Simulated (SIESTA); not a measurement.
A run of SIESTA 5.4.2 is set up as follows.

The input GaGe3.fdf:

```
SystemName                      GaGe3
SystemLabel                     GaGe3
NumberOfSpecies                 2
NumberOfAtoms                   8
%block ChemicalSpeciesLabel
  1  32 Ge
  2  31 Ga
%endblock ChemicalSpeciesLabel

LatticeConstant                 1.0 Ang
%block LatticeVectors
     5.9850359054     0.0000000000     0.0000000000
    -2.9925179527     5.1831931366     0.0000000000
     0.0000000000     0.0000000000     5.0349520000
%endblock LatticeVectors
AtomicCoordinatesFormat         Fractional
%block AtomicCoordinatesAndAtomicSpecies
     0.1635615050     0.3271230100     0.2500000000  1  Ge
     0.1635615050     0.8364384950     0.2500000000  1  Ge
     0.6728769900     0.8364384950     0.2500000000  1  Ge
     0.8364384950     0.6728769900     0.7500000000  1  Ge
     0.8364384950     0.1635615050     0.7500000000  1  Ge
     0.3271230100     0.1635615050     0.7500000000  1  Ge
     0.3333333333     0.6666666667     0.7500000000  2  Ga
     0.6666666667     0.3333333333     0.2500000000  2  Ga
%endblock AtomicCoordinatesAndAtomicSpecies

%block kgrid.MonkhorstPack
    5   0   0  0.0
    0   5   0  0.0
    0   0   5  0.0
%endblock kgrid.MonkhorstPack
XC.Functional                   GGA
XC.Authors                      PBEsol
PAO.BasisSize                   DZP
PAO.EnergyShift                 0.003 Ry
Mesh.Cutoff                     800 Ry
OccupationFunction              FD
ElectronicTemperature           0.05 eV
MaxSCFIterations                120
SCF.MustConverge                false
SCF.Mixer.Method                Pulay
SCF.Mixer.Weight                0.25
SCF.Mixer.History               8
SCF.DM.Tolerance                5.0e-05
SCF.H.Tolerance                 1.0e-03 eV
WriteForces                     true
Charge.Mulliken                 end
BandLinesScale                  ReciprocalLatticeVectors
%block BandLines
    1    0.000000   0.000000   0.000000  \Gamma
    9    0.500000   0.000000   0.000000  M
    5    0.333333   0.333333   0.000000  K
   11    0.000000   0.000000   0.000000  \Gamma
   10    0.000000   0.000000   0.500000  A
    9    0.500000   0.000000   0.500000  L
    5    0.333333   0.333333   0.500000  H
   11    0.000000   0.000000   0.500000  A
    1    0.500000   0.000000   0.500000  L
   10    0.500000   0.000000   0.000000  M
    1    0.333333   0.333333   0.000000  K
   10    0.333333   0.333333   0.500000  H
%endblock BandLines
%block PAO.Basis
  Ge 4
  n=4 0 2
    5.960 0.000
  n=4 1 2
    8.130 0.000
  n=3 2 2
    3.189 0.000
  n=4 2 1
    8.130
  Ga 4
  n=4 0 2
    6.562 0.000
  n=4 1 2
    9.354 0.000
  n=3 2 2
    3.582 0.000
  n=4 2 1
    9.354
%endblock PAO.Basis
```

Potentials or basis: PseudoDojo 0.4 standard (PBEsol files), DZP (energy shift 0.003 Ry; two zetas on semicore shells).

The run is started by

```bash
$ siesta < GaGe3.fdf > GaGe3.out 2>&1
```

Q: Predict the pressure.

A: -3.3 GPa.

Q: Predict the largest force.

A: 0.203 eV/Å.

Forces on the atoms (eV/Å):
```
Ge   0.000  0.203  0.000
Ge   0.176 -0.102  0.000
Ge  -0.176 -0.102  0.000
Ge   0.000 -0.203  0.000
Ge  -0.176  0.102  0.000
Ge   0.176  0.102  0.000
Ga   0.000  0.000  0.000
Ga   0.000  0.000  0.000
```

Caveat: the basis of atomic orbitals isn't converged, which shifts pressures, moduli and gaps.
